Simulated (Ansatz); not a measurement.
# EuTe2: the cost of one run

Computed with Ansatz 0.2.0 (DFT PBE, scalar-relativistic, plane waves, PAW).

## (1) Starting point

The structure is tetragonal, space group I4/mcm (No. 140). The conventional cell has a = 6.971 Å, b = 6.971 Å, c = 8.180 Å, α = 90.00°, β = 90.00°, γ = 90.00°. Eu (site symmetry 422) has 8 Te at 3.38 Å in its first shell of neighbours. Te (site symmetry m2m) is surrounded by 1 Te at 2.77 Å and 4 Eu at 3.38 Å.

Coordinates:

```cif
data_structure
_symmetry_space_group_name_H-M 'I4/mcm'
_symmetry_Int_Tables_number 140
_cell_length_a 6.9711
_cell_length_b 6.9711
_cell_length_c 8.1800
_cell_angle_alpha 90.000
_cell_angle_beta 90.000
_cell_angle_gamma 90.000
_cell_volume 397.52
loop_
_atom_site_label
_atom_site_type_symbol
_atom_site_symmetry_multiplicity
_atom_site_Wyckoff_symbol
_atom_site_fract_x
_atom_site_fract_y
_atom_site_fract_z
_atom_site_occupancy
Eu1 Eu 4 a 0.00000 0.00000 0.75000 1
Te1 Te 8 h 0.14070 0.35930 0.00000 1
```

Starting moments: Eu 6.00 μB.

## (2) First run, at the start cell

input.yaml reads:

```yaml
crystal:
  lattice:
    - [-3.48555, 3.48555, 4.09]
    - [3.48555, -3.48555, 4.09]
    - [3.48555, 3.48555, -4.09]
  atoms:
    - { symbol: Eu, position: [0.75, 0.75, 0.0], spin: 6.0 }
    - { symbol: Eu, position: [0.25, 0.25, 0.0], spin: 6.0 }
    - { symbol: Te, position: [0.3593, 0.1407, 0.5] }
    - { symbol: Te, position: [0.6407, 0.8593, 0.5] }
    - { symbol: Te, position: [0.1407, 0.6407, 0.7814] }
    - { symbol: Te, position: [0.8593, 0.3593, 0.2186] }
basis:
  ecutwfc: 420
  ecutrho_ratio: 4
kpoints:
  mp_grid: { grid: [4, 4, 4] }
hamiltonian:
  xc: pbe
scf:
  occupations: { method: gaussian, width: 0.05 }
output:
  forces: true
  stress: true
  eigenvalues: true
  populations: true
magnetization:
  spin_polarized: true
relax:
  f_tol: 0.03
  max_steps: 60
  cell: { stress_tol: 0.3 }
```

Started as:

```bash
$ ansatz run input.yaml --threads 8 --pin off --max-ram 22528MiB --backend cpu --events-out ev --progress --plain --runs-dir out
```

What time and memory should one allow on 8 threads of Intel Xeon 6975P-C (Granite Rapids), shared host?

About 12 s, with a peak of 1.1 GiB.
